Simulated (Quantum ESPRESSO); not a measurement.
**GaGe under changes of volume**

One of the cells (24.335 Å³/atom); the others are scaled copies at fixed shape and fractional positions:

```
Ge Ga
1.0
     0.00000    2.89784    2.89784
     2.89784    0.00000    2.89784
     2.89784    2.89784    0.00000
Ge Ga
1 1
Direct
  0.00000 0.00000 0.00000
  0.25000 0.25000 0.25000
```

The cell comes from a database or a generator and needn't be the stable form of this composition.

| Quantity | Value |
| --- | --- |
| Program | Quantum ESPRESSO 7.5 |
| Functional | PBEsol |
| Potentials or basis | GBRV 1.5 PBEsol |
| Cutoff | 762 eV |
| Density cutoff | 6095 eV |
| k mesh | 8 × 8 × 8 |
| Occupations | fermi-dirac, width 0.05 eV |
| Spin | no spin polarisation |

| volume (Å³/atom) | energy over the lowest point (meV/atom) | pressure (GPa) |
| --- | --- | --- |
| 22.875 | 0.76 | 0.8 |
| 23.361 | 0.00 | -0.4 |
| 23.848 | 2.74 | -1.4 |
| 24.335 | ? | ? |
| 24.821 | 17.13 | -3.3 |
| 25.308 | 28.12 | -4.0 |
| 25.795 | 41.25 | -4.7 |

Task: What does the run at 24.335 Å³/atom give?

Result: Energy over the lowest point 8.57 meV/atom; pressure -2.4 GPa.

Worked out: A Birch-Murnaghan fit of order 3 (a polynomial in V^(-2/3)) to the other rows has its minimum at 23.22 Å³/atom with B0 = V·E''(V) = 57 GPa and B' = 4.9. It gives 8.58 meV/atom at 24.335 Å³/atom, against the run's 8.57, and -dE/dV = -2.4 GPa, against -2.4.

Energies are extrapolated to zero smearing.
